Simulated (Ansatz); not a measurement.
# LaIn2Bi2 (element-swapped structure): how the settings move a single-point run

Aim: see which settings change the result for LaIn2Bi2 (element-swapped structure), by how much, and at what cost.

Method: reference: DFT r2SCAN, plane waves, PAW, scalar-relativistic, no spin polarisation, in Ansatz 0.2.0.

## 1. Starting point

The structure is trigonal, space group P-3m1 (No. 164). Conventional cell: a = 5.078 Å, b = 5.078 Å, c = 8.226 Å, α = 90.00°, β = 90.00°, γ = 120.00°. La (site symmetry -3m) is surrounded by 6 Bi at 3.54 Å. Around In (site symmetry 3m) lie 4 Bi at 3.12 to 3.20 Å. Bi (site symmetry 3m) has 4 In at 3.12 to 3.20 Å and 3 La at 3.54 Å as nearest neighbours.

Structure file:

```cif
data_structure
_symmetry_space_group_name_H-M 'P 1'
_symmetry_Int_Tables_number 1
_cell_length_a 5.0783
_cell_length_b 5.0783
_cell_length_c 8.2258
_cell_angle_alpha 90.000
_cell_angle_beta 90.000
_cell_angle_gamma 120.000
_cell_volume 183.72
loop_
_atom_site_label
_atom_site_type_symbol
_atom_site_fract_x
_atom_site_fract_y
_atom_site_fract_z
_atom_site_occupancy
La1 La 0.00000 0.00000 0.00000 1
In1 In 0.33330 0.66670 0.63010 1
In2 In 0.66670 0.33330 0.36990 1
Bi1 Bi 0.33330 0.66670 0.24130 1
Bi2 Bi 0.66670 0.33330 0.75870 1
```

## 2. Baseline

input.yaml reads:

```yaml
crystal:
  lattice:
    - [5.078343, 0.0, 0.0]
    - [-2.539172, 4.397977, 0.0]
    - [0.0, 0.0, 8.225806]
  atoms:
    - { symbol: La, position: [0.0, 0.0, 0.0] }
    - { symbol: In, position: [0.3333, 0.6667, 0.6301] }
    - { symbol: In, position: [0.6667, 0.3333, 0.3699] }
    - { symbol: Bi, position: [0.3333, 0.6667, 0.2413] }
    - { symbol: Bi, position: [0.6667, 0.3333, 0.7587] }
  symmetry: { tolerance: 0.0003 }
kpoints:
  mp_grid: { grid: [4, 4, 3], shift: [0, 0, 0] }
magnetization:
  spin_polarized: false
scf:
  occupations: { method: fermi_dirac }
hamiltonian:
  pseudopotentials: { kind: paw }
  xc: r2scan
basis:
  ecutwfc: 500
output:
  forces: true
  stress: true
  eigenvalues: true
```

The run is started by

```
> ansatz run input.yaml --threads 1 --pin off --max-ram 2560MiB --backend cpu --events-out ev --progress --plain --runs-dir out
```

Output, cut to the lines that bear on the results:

```text
Warning: the atoms were moved onto the symmetric positions of the space group found under crystal.symmetry.tolerance 3.0e-4 (fractional; no operation is sought that the atoms, as they stand in a round, miss by more than twice it, and no atom is moved by as much as it), and the run uses [...]
Warning: RAYON_NUM_THREADS=1 ignored (pool sized by the plan → 1); use --threads N
[...]
Pseudopotentials: kind: paw
Pseudopotential: La, paw, valence charge 11, recommended cutoff 500 eV (meta_gga), La.paw.azcp
Pseudopotential: In, paw, valence charge 13, recommended cutoff 500 eV (meta_gga), In.paw.azcp
Pseudopotential: Bi, paw, valence charge 15, recommended cutoff 500 eV (meta_gga), Bi.paw.azcp
Functional definition: r2SCAN
[...]
Crystal: 5 atoms, lattice volume = 183.719 Å³
Basis set: ecut = 500 eV, 4685 PW (Γ), exchange–correlation on 160×160×240 points (64 copies of the dense FFT grid, shifted against one another)
Bands: 41, of which v1, the nominal top of the filled ones, is band 34 counted from 1 (33 counted from 0)
Symmetry: 12 space group operations
Space group: P-3m1 (ITA 164), of the structure as read, at distance tolerance 1.7e-3 Å
k-points: 9 of 48
[...]
SCF iter   1: F=—  HF=-42311.958094 eV  |F-HF|=—  |Δ(HF+E_count)|=         —  Δρ=8.51e-3  dr2=3.98e-1  dr2_τ=6.78e-3  ethr=1.77e-3  ⟨swp⟩=6.0  Hψ=1579  notcnv=0
[...]
SCF iter   9: F=-42311.914328 eV  HF=-42311.914328 eV  |F-HF|=2.82e-9  |Δ(HF+E_count)|=   1.06e-7  Δρ=1.61e-6  dr2=9.53e-9  dr2_τ=3.30e-10  ethr=1.49e-10  ⟨swp⟩=8.0  Hψ=1776  notcnv=0
[...]
SCF converged after 9 iterations
Free energy (F): -42311.914328 eV
[...]
E sigma→0 (E₀):  -42311.853668 eV
Entropy (-TS):   -0.121319 eV (-24.264 meV/atom)
Fermi energy:    8.782594 eV
[...]
--- Forces (eV/Å), atoms counted from 1 ---
  atom   1  La     0.00000000     0.00000000     0.00000000
  atom   2  In     0.00000000     0.00000000     0.10979810
  atom   3  In     0.00000000    -0.00000000    -0.10979810
  atom   4  Bi    -0.00000000    -0.00000000    -0.64497717
  atom   5  Bi     0.00000000     0.00000000     0.64497717
[...]
--- Stress (GPa, compression-positive) ---
       -0.760273       0.000000       0.000000
        0.000000      -0.760273       0.000000
        0.000000       0.000000      -1.568557
  P = ⅓ Tr σ = -1.0297 GPa (-10.297 kbar)
--- Band table (eV; the first three rows and the last of 9) ---
[...]
```

Wall time 9.6 s (1 thread of Intel Xeon Platinum 8559C (Emerald Rapids), shared host); peak memory 1 GiB.

## 3. Changed: n_extra_bands 16, hubbard.sites [{species: La, l: f, u_eff: 5.0}], hubbard.double_counting fll

Changes to input.yaml since step 2:

```diff
@@ -18,2 +18,3 @@
   occupations: { method: fermi_dirac }
+  n_extra_bands: 16
 hamiltonian:
@@ -21,2 +22,3 @@
   xc: r2scan
+  hubbard: { sites: [{ species: La, l: f, u_eff: 5.0 }], double_counting: fll }
 basis:
@@ -27 +29,5 @@
   eigenvalues: true
+  write_density: true
+  write_potential: true
+  elf: true
+  volumetric_format: npy
```

The run is started by

```
> ansatz run input.yaml --threads 1 --pin off --max-ram 2560MiB --backend cpu --events-out ev --progress --plain --runs-dir out
```

Output, cut to the lines that bear on the results:

```text
Warning: the atoms were moved onto the symmetric positions of the space group found under crystal.symmetry.tolerance 3.0e-4 (fractional; no operation is sought that the atoms, as they stand in a round, miss by more than twice it, and no atom is moved by as much as it), and the run uses [...]
Warning: RAYON_NUM_THREADS=1 ignored (pool sized by the plan → 1); use --threads N
La: projections on atomic orbitals take those of the free atom [Kr 4d10] 4f0 5s2 5p6 5d1 6s2, of charge +0.00 (hamiltonian.pseudopotentials.projection_atoms); the dataset's partial waves leave at most 1.9e-5 of an orbital's norm unspanned inside its sphere
In: projections on atomic orbitals take those of the free atom [Kr] 4d10 5s2 5p1, of charge +0.00 (hamiltonian.pseudopotentials.projection_atoms); the dataset's partial waves leave at most 3.8e-6 of an orbital's norm unspanned inside its sphere
[...]
k-points: 9 of 48
[...]
SCF iter   1: F=—  HF=-42312.452980 eV  |F-HF|=—  |Δ(HF+E_count)|=         —  Δρ=2.55e-2  dr2=6.52e0  dr2_τ=2.28e-2  ethr=3.10e-3  ⟨swp⟩=7.0  Hψ=1955  notcnv=0
[...]
SCF iter   9: F=-42311.699316 eV  HF=-42311.699316 eV  |F-HF|=1.12e-8  |Δ(HF+E_count)|=   2.14e-7  Δρ=4.48e-6  dr2=5.36e-8  dr2_τ=3.29e-9  ethr=1.49e-10  ⟨swp⟩=11.8  Hψ=3554  notcnv=0
[...]
SCF converged after 9 iterations
Free energy (F): -42311.699316 eV
[...]
E sigma→0 (E₀):  -42311.640816 eV
Entropy (-TS):   -0.117000 eV (-23.400 meV/atom)
Fermi energy:    8.779496 eV
[...]
--- Forces (eV/Å), atoms counted from 1 ---
  atom   1  La     0.00000000    -0.00000000     0.00000000
  atom   2  In     0.00000000    -0.00000000     0.10802871
  atom   3  In     0.00000000     0.00000000    -0.10802871
  atom   4  Bi    -0.00000000    -0.00000000    -0.60358051
  atom   5  Bi     0.00000000     0.00000000     0.60358051
[...]
--- Stress (GPa, compression-positive) ---
       -0.660023       0.000000       0.000000
        0.000000      -0.660023       0.000000
        0.000000       0.000000      -1.197308
  P = ⅓ Tr σ = -0.8391 GPa (-8.391 kbar)
--- Band table (eV; the first three rows and the last of 9) ---
[...]
Occupation matrices written to <dir>
```

Run time: 14 s. Hardware: 1 thread of Intel Xeon Platinum 8559C (Emerald Rapids), shared host; peak memory 1.1 GiB.

Changing the band count and Hubbard U moves the energy by +43.0 meV/atom, and the largest force goes from 0.64 to 0.60 eV/Å. The U term adds an energy of its own, so the shift says nothing about which run is better.

## 4. Changed: chi_scale 0.1

Changes to input.yaml since step 2:

```diff
@@ -18,2 +18,3 @@
   occupations: { method: fermi_dirac }
+  initial_density: { chi_scale: 0.1 }
 hamiltonian:
```

The run is started by

```
> ansatz run input.yaml --threads 1 --pin off --max-ram 2560MiB --backend cpu --events-out ev --progress --plain --runs-dir out
```

Output, cut to the lines that bear on the results:

```text
Warning: the atoms were moved onto the symmetric positions of the space group found under crystal.symmetry.tolerance 3.0e-4 (fractional; no operation is sought that the atoms, as they stand in a round, miss by more than twice it, and no atom is moved by as much as it), and the run uses [...]
Warning: RAYON_NUM_THREADS=1 ignored (pool sized by the plan → 1); use --threads N
[...]
Pseudopotentials: kind: paw
Pseudopotential: La, paw, valence charge 11, recommended cutoff 500 eV (meta_gga), La.paw.azcp
Pseudopotential: In, paw, valence charge 13, recommended cutoff 500 eV (meta_gga), In.paw.azcp
Pseudopotential: Bi, paw, valence charge 15, recommended cutoff 500 eV (meta_gga), Bi.paw.azcp
Functional definition: r2SCAN
[...]
Crystal: 5 atoms, lattice volume = 183.719 Å³
Basis set: ecut = 500 eV, 4685 PW (Γ), exchange–correlation on 160×160×240 points (64 copies of the dense FFT grid, shifted against one another)
Bands: 41, of which v1, the nominal top of the filled ones, is band 34 counted from 1 (33 counted from 0)
Symmetry: 12 space group operations
Space group: P-3m1 (ITA 164), of the structure as read, at distance tolerance 1.7e-3 Å
k-points: 9 of 48
[...]
SCF iter   1: F=—  HF=-42313.466054 eV  |F-HF|=—  |Δ(HF+E_count)|=         —  Δρ=8.02e-2  dr2=3.44e1  dr2_τ=1.20e-1  ethr=3.10e-3  ⟨swp⟩=6.3  Hψ=3264  notcnv=0
[...]
SCF iter  11: F=-42311.914329 eV  HF=-42311.914329 eV  |F-HF|=1.15e-8  |Δ(HF+E_count)|=   2.17e-7  Δρ=4.18e-6  dr2=5.05e-8  dr2_τ=6.66e-10  ethr=1.49e-10  ⟨swp⟩=7.0  Hψ=2166  notcnv=0
[...]
SCF converged after 11 iterations
Free energy (F): -42311.914329 eV
[...]
E sigma→0 (E₀):  -42311.853660 eV
Entropy (-TS):   -0.121337 eV (-24.267 meV/atom)
Fermi energy:    8.782553 eV
[...]
--- Forces (eV/Å), atoms counted from 1 ---
  atom   1  La    -0.00000000    -0.00000000     0.00000000
  atom   2  In    -0.00000000     0.00000000     0.10978291
  atom   3  In     0.00000000     0.00000000    -0.10978291
  atom   4  Bi    -0.00000000    -0.00000000    -0.64501979
  atom   5  Bi     0.00000000     0.00000000     0.64501979
[...]
--- Stress (GPa, compression-positive) ---
       -0.760246       0.000000       0.000000
        0.000000      -0.760246       0.000000
        0.000000       0.000000      -1.568549
  P = ⅓ Tr σ = -1.0297 GPa (-10.297 kbar)
--- Band table (eV; the first three rows and the last of 9) ---
[...]
```

It took 12 s on 1 thread of Intel Xeon Platinum 8559C (Emerald Rapids), shared host; peak memory 0.98 GiB.

With the changed start the energy agrees within 0.5 meV/atom. Cost: 11 SCF cycles against 9.

## 5. Changed: starting moments, spin_polarized true, ecutrho_ratio 6

input.yaml reads:

```yaml
crystal:
  lattice:
    - [5.078343, 0.0, 0.0]
    - [-2.539172, 4.397977, 0.0]
    - [0.0, 0.0, 8.225806]
  atoms:
    - { symbol: La, position: [0.0, 0.0, 0.0], spin: 2.0 }
    - { symbol: In, position: [0.3333, 0.6667, 0.6301], spin: 2.0 }
    - { symbol: In, position: [0.6667, 0.3333, 0.3699], spin: 2.0 }
    - { symbol: Bi, position: [0.3333, 0.6667, 0.2413], spin: 1.0 }
    - { symbol: Bi, position: [0.6667, 0.3333, 0.7587], spin: 3.0 }
  symmetry: { tolerance: 0.0003 }
kpoints:
  mp_grid: { grid: [4, 4, 3], shift: [0, 0, 0] }
magnetization:
  spin_polarized: true
scf:
  occupations: { method: fermi_dirac }
hamiltonian:
  pseudopotentials: { kind: paw }
  xc: r2scan
basis:
  ecutwfc: 500
  ecutrho_ratio: 6
output:
  forces: true
  stress: true
  eigenvalues: true
```

The run is started by

```
> ansatz run input.yaml --threads 1 --pin off --max-ram 2560MiB --backend cpu --events-out ev --progress --plain --runs-dir out
```

Output, cut to the lines that bear on the results:

```text
Warning: the atoms were moved onto the symmetric positions of the space group found under crystal.symmetry.tolerance 3.0e-4 (fractional; no operation is sought that the atoms, as they stand in a round, miss by more than twice it, and no atom is moved by as much as it), and the run uses [...]
Warning: where an SCF of this run starts from atoms to list the orders of its open shells, La (site 0, from 0) starts with 0.13 μB on its 4f shell and 0.87 μB on its 5d shell, in the place of the 2.00 μB that the deck gives it: its open shells can hold no more by Hund's first rule. To [...]
Warning: RAYON_NUM_THREADS=1 ignored (pool sized by the plan → 1); use --threads N
[...]
Pseudopotentials: kind: paw
Pseudopotential: La, paw, valence charge 11, recommended cutoff 500 eV (meta_gga), La.paw.azcp
Pseudopotential: In, paw, valence charge 13, recommended cutoff 500 eV (meta_gga), In.paw.azcp
Pseudopotential: Bi, paw, valence charge 15, recommended cutoff 500 eV (meta_gga), Bi.paw.azcp
Functional definition: r2SCAN
[...]
Crystal: 5 atoms, lattice volume = 183.719 Å³
Basis set: ecut = 500 eV, 4685 PW (Γ), exchange–correlation on 192×192×300 points (64 copies of the dense FFT grid, shifted against one another)
Bands: 47, of which v1, the nominal top of the filled ones, is band 34 counted from 1 (33 counted from 0)
[...]
WARN: the starting moments were not kept: the SCF closed with an absolute magnetisation of 1.4e-4 μB, where they sum to 10 μB in size (5 sites). That is at most 0.1 of that sum. Measured as dr2_m measures the in/out step, that magnetisation stands 5.0e-10 eV from none, at or under the [...]
this state was not tested for a lower state beside it, because the mixer in use, unlike msr1, does not test its closes by its own steps (another_mixer; see scf.mixing.algorithm and scf.lower_state_search)
SCF converged after 20 iterations
Magnetization: 0.0001 μB (33.5001 up, 33.4999 down)
Absolute magnetization: 0.0001 μB (∫|ρ↑−ρ↓|, with the PAW one-centre terms)
Spin contamination: 0.0000 ħ² per cell (⟨S²⟩ above its minimum at these occupations)
Per-site moments (μB) at R_I (Å): [(3.625198970817934e-5, 1.4605240809980455), (5.303066485892416e-6, 1.2857533637307232), (5.45734301390078e-6, 1.2857533637307232), (4.349032637219008e-6, 1.2857533637307232), (3.7624113765301583e-6, 1.2857533637307232)]
Free energy (F): -42311.914452 eV
[...]
E sigma→0 (E₀):  -42311.853786 eV
Entropy (-TS):   -0.121333 eV (-24.267 meV/atom)
Fermi energy:    8.782594 eV
[...]
--- Forces (eV/Å), atoms counted from 1 ---
  atom   1  La     0.00000000     0.00000000     0.00000103
  atom   2  In    -0.00000000     0.00000000     0.10979290
  atom   3  In     0.00000000     0.00000000    -0.10979055
  atom   4  Bi    -0.00000000    -0.00000000    -0.64496937
  atom   5  Bi     0.00000000     0.00000000     0.64496749
[...]
--- Stress (GPa, compression-positive) ---
       -0.760190       0.000000      -0.000000
        0.000000      -0.760190      -0.000000
       -0.000000      -0.000000      -1.568489
  P = ⅓ Tr σ = -1.0296 GPa (-10.296 kbar)
--- Band table (eV; the first three rows and the last of 18) ---
[...]
```

It took 55 s on 1 thread of Intel Xeon Platinum 8559C (Emerald Rapids), shared host; peak memory 1.4 GiB.

With the changed spin polarisation and numerical grids the energy stays within 0.5 meV/atom: no moment survives, so both runs end on the same non-magnetic state.

## 6. A run with other settings

Changes to input.yaml since step 2:

```diff
@@ -18,2 +18,3 @@
   occupations: { method: fermi_dirac }
+  max_iter: 60
 hamiltonian:
@@ -22,3 +23,3 @@
 basis:
-  ecutwfc: 500
+  ecutwfc: 30
 output:
```

The run is started by

```
> ansatz run input.yaml --threads 1 --pin off --max-ram 2560MiB --backend cpu --events-out ev --progress --plain --runs-dir out
```

Output, cut to the lines that bear on the results:

```text
Warning: the atoms were moved onto the symmetric positions of the space group found under crystal.symmetry.tolerance 3.0e-4 (fractional; no operation is sought that the atoms, as they stand in a round, miss by more than twice it, and no atom is moved by as much as it), and the run uses [...]
Warning: basis.ecutwfc = 30 eV is below the records' recommended 500 eV, and the density's cutoff is lower with it unless basis.ecutrho_ratio is high enough to keep the records' density cutoff: compare with a run at a higher cutoff
Warning: RAYON_NUM_THREADS=1 ignored (pool sized by the plan → 1); use --threads N
[...]
Pseudopotentials: kind: paw
Pseudopotential: La, paw, valence charge 11, recommended cutoff 500 eV (meta_gga), La.paw.azcp
Pseudopotential: In, paw, valence charge 13, recommended cutoff 500 eV (meta_gga), In.paw.azcp
Pseudopotential: Bi, paw, valence charge 15, recommended cutoff 500 eV (meta_gga), Bi.paw.azcp
Functional definition: r2SCAN
[...]
Crystal: 5 atoms, lattice volume = 183.719 Å³
Basis set: ecut = 30 eV, 67 PW (Γ), exchange–correlation on 40×40×60 points (64 copies of the dense FFT grid, shifted against one another)
Bands: 41, of which v1, the nominal top of the filled ones, is band 34 counted from 1 (33 counted from 0)
Symmetry: 12 space group operations
Space group: P-3m1 (ITA 164), of the structure as read, at distance tolerance 1.7e-3 Å
k-points: 9 of 48
[...]
SCF iter   1: F=—  HF=-41139.482769 eV  |F-HF|=—  |Δ(HF+E_count)|=         —  Δρ=9.11e-1  dr2=2.39e3  dr2_τ=3.41e1  ethr=1.77e-3  ⟨swp⟩=1.0  Hψ=622  notcnv=0
[...]
SCF iter   9: F=-39829.096928 eV  HF=-39829.096928 eV  |F-HF|=2.47e-10  |Δ(HF+E_count)|=  2.55e-10  Δρ=3.27e-7  dr2=4.56e-10  dr2_τ=1.19e-12  ethr=5.50e-11  ⟨swp⟩=2.0  Hψ=996  notcnv=0
[...]
SCF converged after 9 iterations
Free energy (F): -39829.096928 eV
[...]
E sigma→0 (E₀):  -39829.047241 eV
Entropy (-TS):   -0.099375 eV (-19.875 meV/atom)
Fermi energy:    19.386364 eV
[...]
--- Forces (eV/Å), atoms counted from 1 ---
  atom   1  La    -0.00000000     0.00000000     0.00000000
  atom   2  In    -0.00000000    -0.00000000   -11.49386852
  atom   3  In     0.00000000     0.00000000    11.49386852
  atom   4  Bi     0.00000000     0.00000000     1.29381852
  atom   5  Bi    -0.00000000    -0.00000000    -1.29381852
[...]
--- Stress (GPa, compression-positive) ---
     -682.477148      -0.000000      -0.000000
       -0.000000    -682.477148      -0.000000
       -0.000000      -0.000000    -714.883297
  P = ⅓ Tr σ = -693.2792 GPa (-6932.792 kbar)
--- Band table (eV; the first three rows and the last of 9) ---
[...]
```

It took 1.6 s on 1 thread of Intel Xeon Platinum 8559C (Emerald Rapids), shared host; peak memory 0.43 GiB.

## 7. Checking the result

This run ends as converged, with warnings (cutoff below recommended, structure snapped to symmetry). It gives a pressure of -693 GPa and a largest force of 11.5 eV/Å, far from the sound run.

The suspect setting: basis.ecutwfc is 30. The cutoff lies far under what these potentials need. The potentials' recommended cutoff is 500 eV.

The way back: set basis.ecutwfc to 500.

Changing the cutoff moves the energy by +496.56 eV/atom, and the pressure goes from -1.0 to -693.3 GPa and the largest force goes from 0.64 to 11.49 eV/Å. The lower cutoff gives the higher energy: the smaller basis describes the state less well. The log warns that the cutoff is under what these potentials recommend, so the shift is basis error. Cost: 1.6 s against 9.6 s.

## 8. Side by side

```tsv
run	ending	energy change	pressure (GPa)	gap (eV)	force (eV/Å)	cycles	time
reference	converged	0	-1.0	0.00	0.64	9	9.6 s
1: n_extra_bands 16, hubbard.sites [{species: La, l: f, u_eff: 5.0}], hubbard.double_counting fll	converged	+43.0 meV/atom (U changed: no physical gain or loss)	-0.8	0.00	0.60	9	14 s
2: chi_scale 0.1	converged	0.0 meV/atom	-1.0	0.00	0.65	11	12 s
3: starting moments, spin_polarized true, ecutrho_ratio 6	converged	0.0 meV/atom	-1.0	0.00	0.64	20	55 s
4: ecutwfc 30	converged	+496.56 eV/atom	-693.3	0.00	11.49	9	1.6 s
```

Times don't compare one to one where runs were asked for different outputs or read a saved state (see the inputs); cycles may leave out searches for a lower state.

Residual by cycle in the longest SCF loop of each run; runs are numbered as in the table. The quantity is the density residual dr2, in eV.

```tsv
cycle	reference	run 1	run 2	run 3	run 4
1	0.398	6.52	34.4	21.5	2.4e3
3	0.0175	0.0835	0.834	2.16	2.59
4	0.00117	0.00496	0.223	0.505	0.0946
6	7.9e-6	5.6e-5	0.00883	0.0276	1.5e-4
8	1.1e-7	4.7e-7	2.9e-5	0.00831	3.7e-8
10	-	-	2.6e-7	0.00111	-
11	-	-	5.1e-8	6.8e-5	-
13	-	-	-	3.6e-6	-
15	-	-	-	2.9e-7	-
17	-	-	-	2.1e-8	-
18	-	-	-	6.1e-9	-
20	-	-	-	2.7e-10	-
```

Of the converged runs whose energies compare with the reference's, «ecutwfc 30» moves the energy most (+496.56 eV/atom). Run 4 ran under the cutoff that the potentials recommend, as the log warns, so basis error is mixed into its values, and swamps them where the cutoff is far short. A changed U is a change of model: its shifts are not errors of convergence.

Caveats on the reference run: its mesh is coarse for a cell with so small a gap or none; the structure is made up and not relaxed.
